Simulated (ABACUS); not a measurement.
Crystal: NiMoIrPdW.

```xyz
5
Lattice="4.1171 0.0000 0.0000 -2.0585 3.5655 0.0000 0.0000 0.0000 5.4458" Properties=species:S:1:pos:R:3 pbc="T T T"
Ir    0.0000    2.3770    3.9521
W     0.0000    2.3770    1.2875
Pd    2.0585    1.1885    2.5211
Mo    2.0585    1.1885    5.2367
Ni    0.0000    0.0000    5.2157
```

The cell was built by a generator and needn't be a form met in nature.

Base run:

| Quantity | Value |
| --- | --- |
| Program | ABACUS 3.10.1 |
| Functional | PBE |
| Potentials or basis | PseudoDojo NC SR 0.4.1 PBE standard |
| Cutoff | 1361 eV |
| Density cutoff | 5442 eV |
| Basis | DZP LCAO (the cutoffs set its grid) |
| k mesh | 6 × 6 × 4 |
| Occupations | fermi-dirac, width 0.05 eV |
| Spin | collinear spin, ferromagnetic start |
| Starting moments | [0.6, 0.0, 0.0, 1.0, 1.0] μB |
| Fixed moment | 0.5 μB |

Its results: pressure 0.7 GPa; site moments Ir +0.08; W +0.18; Pd +0.05; Mo +0.10; Ni +0.10 μB; largest force 0.136 eV/Å.

Task: The run is repeated on the same cell with these changes: fixed moment from 0.5 μB to 2 μB. What comes out?

Result: Pressure 2.0 GPa; site moments Ir +0.31; W +0.73; Pd +0.18; Mo +0.40; Ni +0.39 μB; largest force 0.229 eV/Å.

Caveats: the atomic orbitals were generated for these runs and aren't a published set; this set's palladium file may shift the pressure by some GPa; the basis of atomic orbitals isn't converged, which shifts pressures, moduli and gaps; the total moment is fixed, so each spin has its own Fermi level; the moment is held away from its start (some runs).
